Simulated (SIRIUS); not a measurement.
# TiB2 (P6/mmm) in SIRIUS: convergence with lmax of the augmentation

Aim: find how far lmax of the augmentation must go before the results for TiB2 settle, at LDA. This setting moves, with any that are tied to it; all else stays.

All numbers are computed with SIRIUS 7.12.0; they aren't measurements. Logs are shortened: lines on timing, memory, paths and dates and some standing lists are left out, and cuts for length are marked. The log counts tension as positive stress, the text compression.

## Step 1: The structure

It takes space group P6/mmm (No. 191, hexagonal). The conventional cell has a = 3.029 Å, b = 3.029 Å, c = 3.228 Å, α = 90.00°, β = 90.00°, γ = 120.00°. Around Ti (site symmetry 6/mmm) lie 12 B at 2.38 Å. B (site symmetry -6m2) is surrounded by 3 B at 1.75 Å.

## Step 2: With lmax of the augmentation 4

sirius.json

```json
{
  "control": {
    "processing_unit": "cpu",
    "std_evp_solver_name": "lapack",
    "gen_evp_solver_name": "lapack",
    "verbosity": 2,
    "print_forces": true,
    "ortho_rf": true,
    "use_second_variation": true,
    "rmt_max": 3.0,
    "num_bands_to_print": 21,
    "save_wf": true
  },
  "parameters": {
    "electronic_structure_method": "full_potential_lapwlo",
    "xc_functionals": ["XC_LDA_X", "XC_LDA_C_PW"],
    "core_relativity": "dirac",
    "valence_relativity": "iora",
    "num_fv_states": 21,
    "smearing": "fermi_dirac",
    "smearing_width": 0.0018374661,
    "pw_cutoff": 21,
    "gk_cutoff": 4.01,
    "lmax_apw": 4,
    "lmax_rho": 8,
    "lmax_pot": 8,
    "num_mag_dims": 0,
    "auto_rmt": 0,
    "ngridk": [10, 10, 8],
    "shiftk": [0, 0, 0],
    "num_dft_iter": 80,
    "energy_tol": 1e-07,
    "density_tol": 1e-05,
    "use_symmetry": true
  },
  "settings": {"tol_ne": 1e-10},
  "iterative_solver": {"type": "exact"},
  "mixer": {"type": "anderson", "beta": 0.5, "max_history": 8},
  "unit_cell": {
    "lattice_vectors": [[5.7243583767, 0.0, 0.0], [-2.8621791884, 4.9574397745, 0.0], [0.0, 0.0, 6.1007918207]],
    "atom_types": ["B", "Ti"],
    "atom_files": {"B": "B.json", "Ti": "Ti.json"},
    "atoms": {"B": [[0.6666666667, 0.3333333333, 0.5], [0.3333333333, 0.6666666667, 0.5]], "Ti": [[0.0, 0.0, 0.0]]}
  }
}
```

B.json

```json
{
  "name": "boron",
  "symbol": "B",
  "number": 5,
  "mass": 10.811,
  "rmin": 1e-06,
  "rmt": 1.62,
  "nrmt": 800,
  "rinf": 17.81,
  "core": "",
  "valence": [
    {"basis": [{"enu": 0.21, "dme": 0, "n": 0, "auto": 0}, {"enu": 0.21, "dme": 1, "n": 0, "auto": 0}]},
    {"l": 0, "n": 1, "basis": [{"enu": 0.2559, "dme": 0, "n": 0, "auto": 0}]},
    {"l": 1, "n": 2, "basis": [{"enu": 0.31, "dme": 0, "n": 0, "auto": 0}]},
    {"l": 2, "n": 3, "basis": [{"enu": 0.31, "dme": 0, "n": 0, "auto": 0}]},
    {"l": 3, "n": 4, "basis": [{"enu": 0.31, "dme": 0, "n": 0, "auto": 0}]}
  ],
  "lo": [
    {
      "l": 0,
      "basis": [{"enu": 0.2559, "dme": 0, "n": 0, "auto": 0}, {"enu": 0.2559, "dme": 1, "n": 0, "auto": 0}]
    },
    {
      "l": 0,
      "basis": [{"enu": 0.2559, "dme": 1, "n": 0, "auto": 0}, {"enu": 0.2559, "dme": 2, "n": 0, "auto": 0}]
    },
    {
      "l": 0,
      "basis": [{"enu": -6.1164, "dme": 0, "n": 1, "auto": 1}, {"enu": -6.1164, "dme": 1, "n": 1, "auto": 1}]
    },
    {
      "l": 0,
      "basis": [{"enu": 0.2559, "dme": 0, "n": 0, "auto": 0}, {"enu": 4.8284, "dme": 0, "n": 0, "auto": 0}]
    },
    {"l": 1, "basis": [{"enu": 0.31, "dme": 0, "n": 0, "auto": 0}, {"enu": 0.31, "dme": 1, "n": 0, "auto": 0}]},
    {"l": 1, "basis": [{"enu": 0.31, "dme": 1, "n": 0, "auto": 0}, {"enu": 0.31, "dme": 2, "n": 0, "auto": 0}]},
    {"l": 1, "basis": [{"enu": 0.31, "dme": 0, "n": 0, "auto": 0}, {"enu": 5.5683, "dme": 0, "n": 0, "auto": 0}]},
    {"l": 2, "basis": [{"enu": 0.31, "dme": 0, "n": 0, "auto": 0}, {"enu": 0.31, "dme": 1, "n": 0, "auto": 0}]},
    {"l": 2, "basis": [{"enu": 0.31, "dme": 1, "n": 0, "auto": 0}, {"enu": 0.31, "dme": 2, "n": 0, "auto": 0}]},
    {"l": 2, "basis": [{"enu": 0.31, "dme": 0, "n": 0, "auto": 0}, {"enu": 6.2542, "dme": 0, "n": 0, "auto": 0}]},
    {"l": 3, "basis": [{"enu": 0.31, "dme": 0, "n": 0, "auto": 0}, {"enu": 0.31, "dme": 1, "n": 0, "auto": 0}]}
  ],
  "free_atom": [... radial grid and density of the free atom, the start of the SCF ...]
}
```

Ti.json

```json
{
  "name": "titanium",
  "symbol": "Ti",
  "number": 22,
  "mass": 47.867,
  "rmin": 1e-06,
  "rmt": 2.23,
  "nrmt": 800,
  "rinf": 17.51,
  "core": "1s2s2p",
  "valence": [
    {"basis": [{"enu": 0.21, "dme": 0, "n": 0, "auto": 0}, {"enu": 0.21, "dme": 1, "n": 0, "auto": 0}]},
    {"l": 0, "n": 1, "basis": [{"enu": 0.31, "dme": 0, "n": 0, "auto": 0}]},
    {"l": 1, "n": 2, "basis": [{"enu": 0.31, "dme": 0, "n": 0, "auto": 0}]},
    {"l": 2, "n": 3, "basis": [{"enu": 0.31, "dme": 0, "n": 0, "auto": 0}]},
    {"l": 3, "n": 4, "basis": [{"enu": 0.31, "dme": 0, "n": 0, "auto": 0}]}
  ],
  "lo": [
    {"l": 0, "basis": [{"enu": 0.31, "dme": 0, "n": 0, "auto": 0}, {"enu": 0.31, "dme": 1, "n": 0, "auto": 0}]},
    {
      "l": 0,
      "basis": [{"enu": -1.8103, "dme": 0, "n": 3, "auto": 1}, {"enu": -1.8103, "dme": 1, "n": 3, "auto": 1}]
    },
    {
      "l": 0,
      "basis": [{"enu": -1.8103, "dme": 1, "n": 3, "auto": 1}, {"enu": 0.31, "dme": 0, "n": 0, "auto": 0}]
    },
    {"l": 0, "basis": [{"enu": 0.31, "dme": 0, "n": 0, "auto": 0}, {"enu": 3.5274, "dme": 0, "n": 0, "auto": 0}]},
    {"l": 1, "basis": [{"enu": 0.31, "dme": 0, "n": 0, "auto": 0}, {"enu": 0.31, "dme": 1, "n": 0, "auto": 0}]},
    {
      "l": 1,
      "basis": [{"enu": -0.9503, "dme": 0, "n": 3, "auto": 1}, {"enu": -0.9503, "dme": 1, "n": 3, "auto": 1}]
    },
    {
      "l": 1,
      "basis": [{"enu": -0.9503, "dme": 1, "n": 3, "auto": 1}, {"enu": 0.31, "dme": 0, "n": 0, "auto": 0}]
    },
    {"l": 1, "basis": [{"enu": 0.31, "dme": 0, "n": 0, "auto": 0}, {"enu": 4.0101, "dme": 0, "n": 0, "auto": 0}]},
    {"l": 2, "basis": [{"enu": 0.31, "dme": 0, "n": 0, "auto": 0}, {"enu": 0.31, "dme": 1, "n": 0, "auto": 0}]},
    {"l": 2, "basis": [{"enu": 0.31, "dme": 1, "n": 0, "auto": 0}, {"enu": 0.31, "dme": 2, "n": 0, "auto": 0}]},
    {"l": 2, "basis": [{"enu": 0.31, "dme": 0, "n": 0, "auto": 0}, {"enu": 3.447, "dme": 0, "n": 0, "auto": 0}]},
    {"l": 3, "basis": [{"enu": 0.31, "dme": 0, "n": 0, "auto": 0}, {"enu": 0.31, "dme": 1, "n": 0, "auto": 0}]},
    {"l": 3, "basis": [{"enu": 0.31, "dme": 0, "n": 0, "auto": 0}, {"enu": 3.809, "dme": 0, "n": 0, "auto": 0}]}
  ],
  "free_atom": [... radial grid and density of the free atom, the start of the SCF ...]
}
```

sirius_start.json

```json
{
  "control": {
    "processing_unit": "cpu",
    "std_evp_solver_name": "lapack",
    "gen_evp_solver_name": "lapack",
    "verbosity": 1,
    "print_forces": false,
    "ortho_rf": true,
    "use_second_variation": true,
    "rmt_max": 3.0,
    "num_bands_to_print": 21,
    "save_wf": false
  },
  "parameters": {
    "electronic_structure_method": "full_potential_lapwlo",
    "xc_functionals": ["XC_LDA_X", "XC_LDA_C_PW"],
    "core_relativity": "dirac",
    "valence_relativity": "iora",
    "num_fv_states": 21,
    "smearing": "fermi_dirac",
    "smearing_width": 0.0055123983,
    "pw_cutoff": 21,
    "gk_cutoff": 3.21,
    "lmax_apw": 4,
    "lmax_rho": 8,
    "lmax_pot": 8,
    "num_mag_dims": 0,
    "auto_rmt": 0,
    "ngridk": [4, 4, 3],
    "shiftk": [0, 0, 0],
    "num_dft_iter": 30,
    "energy_tol": 0.01,
    "density_tol": 0.05,
    "use_symmetry": true
  },
  "settings": {"tol_ne": 1e-10},
  "iterative_solver": {"type": "exact"},
  "mixer": {"type": "anderson", "beta": 0.5, "max_history": 8},
  "unit_cell": {
    "lattice_vectors": [[5.7243583767, 0.0, 0.0], [-2.8621791884, 4.9574397745, 0.0], [0.0, 0.0, 6.1007918207]],
    "atom_types": ["B", "Ti"],
    "atom_files": {"B": "B.json", "Ti": "Ti.json"},
    "atoms": {"B": [[0.6666666667, 0.3333333333, 0.5], [0.3333333333, 0.6666666667, 0.5]], "Ti": [[0.0, 0.0, 0.0]]}
  }
}
```

Potentials or basis: all-electron FP-LAPW, apw+lo standard.

Started as:

```console
$ OMP_NUM_THREADS=1 sirius.scf --input=sirius_start.json --output=start.json
$ OMP_NUM_THREADS=1 sirius.scf --input=sirius.json --output=output.json --task=1
```

It took 29 s on 1 thread of Arm Neoverse V2, shared host; peak memory 0.31 GiB.

Results:

```yaml
Free_energy: -24528.0753 eV
Band_gap_on_the_k_mesh: none (metal or under the smearing width)
All_electrons_inside_the_program's_atomic_spheres: Ti 20.18; B 3.69 (radii B 1.62, Ti 2.23 bohr)
```

## Step 3: With lmax of the augmentation 5

Changes to sirius.json since step 2:

```diff
@@ -23,3 +23,3 @@
     "gk_cutoff": 4.01,
-    "lmax_apw": 4,
+    "lmax_apw": 5,
     "lmax_rho": 8,
```

B.json is that of step 2.

Ti.json is that of step 2.

Changes to sirius_start.json since step 2:

```diff
@@ -23,3 +23,3 @@
     "gk_cutoff": 3.21,
-    "lmax_apw": 4,
+    "lmax_apw": 5,
     "lmax_rho": 8,
```

Potentials or basis: all-electron FP-LAPW, apw+lo standard.

Started as:

```console
$ OMP_NUM_THREADS=1 sirius.scf --input=sirius_start.json --output=start.json
$ OMP_NUM_THREADS=1 sirius.scf --input=sirius.json --output=output.json --task=1
```

It took 31 s on 1 thread of Arm Neoverse V2, shared host; peak memory 0.33 GiB.

What came out:

```
Free energy                                       : -24527.9243 eV
Band gap on the k mesh                            : none (metal or under the smearing width)
All electrons inside the program's atomic spheres : Ti 20.18; B 3.69 (radii B 1.62, Ti 2.23 bohr)
```

## Step 4: With lmax of the augmentation 6

Changes to sirius.json since step 3:

```diff
@@ -23,3 +23,3 @@
     "gk_cutoff": 4.01,
-    "lmax_apw": 5,
+    "lmax_apw": 6,
     "lmax_rho": 8,
```

B.json is that of step 3.

Ti.json is that of step 3.

Changes to sirius_start.json since step 3:

```diff
@@ -23,3 +23,3 @@
     "gk_cutoff": 3.21,
-    "lmax_apw": 5,
+    "lmax_apw": 6,
     "lmax_rho": 8,
```

Started as:

```console
$ OMP_NUM_THREADS=1 sirius.scf --input=sirius_start.json --output=start.json
$ OMP_NUM_THREADS=1 sirius.scf --input=sirius.json --output=output.json --task=1
```

Wall time 34 s (1 thread of Arm Neoverse V2, shared host); peak memory 0.36 GiB.

Results:

* Free energy: -24527.8922 eV
* Band gap on the k mesh: none (metal or under the smearing width)
* All electrons inside the program's atomic spheres: Ti 20.18; B 3.69 (radii B 1.62, Ti 2.23 bohr)

## Step 5: With lmax of the augmentation 8

Changes to sirius.json since step 4:

```diff
@@ -23,3 +23,3 @@
     "gk_cutoff": 4.01,
-    "lmax_apw": 6,
+    "lmax_apw": 8,
     "lmax_rho": 8,
```

B.json is that of step 4.

Ti.json is that of step 4.

Changes to sirius_start.json since step 4:

```diff
@@ -23,3 +23,3 @@
     "gk_cutoff": 3.21,
-    "lmax_apw": 6,
+    "lmax_apw": 8,
     "lmax_rho": 8,
```

Started as:

```console
$ OMP_NUM_THREADS=1 sirius.scf --input=sirius_start.json --output=start.json
$ OMP_NUM_THREADS=1 sirius.scf --input=sirius.json --output=output.json --task=1
```

Run time: 41 s. Hardware: 1 thread of Arm Neoverse V2, shared host; peak memory 0.43 GiB.

Results:

```
Free energy                                       : -24527.8851 eV
Band gap on the k mesh                            : none (metal or under the smearing width)
All electrons inside the program's atomic spheres : Ti 20.18; B 3.69 (radii B 1.62, Ti 2.23 bohr)
```

## Step 6: With lmax of the augmentation 10

Changes to sirius.json since step 5:

```diff
@@ -23,3 +23,3 @@
     "gk_cutoff": 4.01,
-    "lmax_apw": 8,
+    "lmax_apw": 10,
     "lmax_rho": 8,
```

B.json is that of step 5.

Ti.json is that of step 5.

Changes to sirius_start.json since step 5:

```diff
@@ -23,3 +23,3 @@
     "gk_cutoff": 3.21,
-    "lmax_apw": 8,
+    "lmax_apw": 10,
     "lmax_rho": 8,
```

Potentials or basis: all-electron FP-LAPW, apw+lo standard.

Started as:

```console
$ OMP_NUM_THREADS=1 sirius.scf --input=sirius_start.json --output=start.json
$ OMP_NUM_THREADS=1 sirius.scf --input=sirius.json --output=output.json --task=1
```

Wall time 51 s (1 thread of Arm Neoverse V2, shared host); peak memory 0.51 GiB.

What came out:

| Item | Value |
| --- | --- |
| Free energy | -24527.8843 eV |
| Band gap on the k mesh | none (metal or under the smearing width) |
| All electrons inside the program's atomic spheres | Ti 20.18; B 3.69 (radii B 1.62, Ti 2.23 bohr) |

## Step 7: With lmax of the augmentation 12

Changes to sirius.json since step 6:

```diff
@@ -23,3 +23,3 @@
     "gk_cutoff": 4.01,
-    "lmax_apw": 10,
+    "lmax_apw": 12,
     "lmax_rho": 8,
```

B.json is that of step 6.

Ti.json is that of step 6.

Changes to sirius_start.json since step 6:

```diff
@@ -23,3 +23,3 @@
     "gk_cutoff": 3.21,
-    "lmax_apw": 10,
+    "lmax_apw": 12,
     "lmax_rho": 8,
```

Started as:

```console
$ OMP_NUM_THREADS=1 sirius.scf --input=sirius_start.json --output=start.json
$ OMP_NUM_THREADS=1 sirius.scf --input=sirius.json --output=output.json --task=1
```

Wall time 66 s (1 thread of Arm Neoverse V2, shared host); peak memory 0.63 GiB.

Results (log left out):

| Quantity | Value |
| --- | --- |
| Free energy | -24527.8842 eV |
| Band gap on the k mesh | none (metal or under the smearing width) |
| All electrons inside the program's atomic spheres | Ti 20.18; B 3.69 (radii B 1.62, Ti 2.23 bohr) |

[end of part 1 of 2]
